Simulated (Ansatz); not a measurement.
# Ga5As2N3: the cost of one run

Computed with Ansatz 0.2.0 (DFT PBE, scalar-relativistic, plane waves, PAW, unless a step's input says otherwise).

## 1. The structure to begin with

The structure is tetragonal, space group I-4m2 (No. 119). Conventional cell: a = 3.646 Å, b = 3.646 Å, c = 25.780 Å, α = 90.00°, β = 90.00°, γ = 90.00°. Ga (site symmetry 2mm) is surrounded by 2 As at 2.23 Å and 2 N at 2.23 Å. Ga (site symmetry 2mm) has 4 N at 2.23 Å in its first shell of neighbours. Ga (site symmetry -4m2) is surrounded by 4 As at 2.23 Å. Around As (site symmetry 2mm) lie 4 Ga at 2.23 Å. N (site symmetry 2mm) has 4 Ga at 2.23 Å in its first shell of neighbours. N (site symmetry -4m2) is surrounded by 4 Ga at 2.23 Å.

As a file:

```
Ga As N
1.0
    -1.82294    1.82294   12.89014
     1.82294   -1.82294   12.89014
     1.82294    1.82294  -12.89014
Ga As N
5 2 3
Direct
  0.60000 0.60000 0.00000
  0.20000 0.20000 0.00000
  0.80000 0.80000 0.00000
  0.40000 0.40000 0.00000
  0.00000 0.00000 0.00000
  0.95000 0.45000 0.50000
  0.55000 0.05000 0.50000
  0.15000 0.65000 0.50000
  0.75000 0.25000 0.50000
  0.35000 0.85000 0.50000
```

The start is an ordering of an alloy on its end members' structure types: elements ordered on the sites of the GaN type, As/N on N (I-4m2, No. 119).

## 2. Probe: one point on a coarse mesh

Contents of input.yaml:

```yaml
crystal:
  lattice:
    - [-1.82294052, 1.82294052, 12.89013606]
    - [1.82294052, -1.82294052, 12.89013606]
    - [1.82294052, 1.82294052, -12.89013606]
  atoms:
    - { symbol: Ga, position: [0.6, 0.6, 0.0] }
    - { symbol: Ga, position: [0.2, 0.2, 0.0] }
    - { symbol: Ga, position: [0.8, 0.8, 0.0] }
    - { symbol: Ga, position: [0.4, 0.4, 0.0] }
    - { symbol: Ga, position: [0.0, 0.0, 0.0] }
    - { symbol: As, position: [0.95, 0.45, 0.5] }
    - { symbol: As, position: [0.55, 0.05, 0.5] }
    - { symbol: "N", position: [0.15, 0.65, 0.5] }
    - { symbol: "N", position: [0.75, 0.25, 0.5] }
    - { symbol: "N", position: [0.35, 0.85, 0.5] }
basis:
  ecutwfc: 420
kpoints:
  mp_grid: { grid: [6, 6, 6] }
hamiltonian:
  xc: pbe
scf:
  occupations: { method: gaussian, width: 0.1 }
  lower_state_search: "off"
output:
  forces: true
  stress: true
  eigenvalues: true
```

The run is started by

```bash
ansatz run input.yaml --threads 4 --pin off --max-ram 8192MiB --backend cpu --events-out ev --progress --plain --runs-dir out
```

**Question.** How long does this run take on 4 threads of Intel Xeon at 2.50GHz (Skylake/Cascade Lake), shared host, and how much memory does it need?

About 18 s, with a peak of 0.68 GiB.
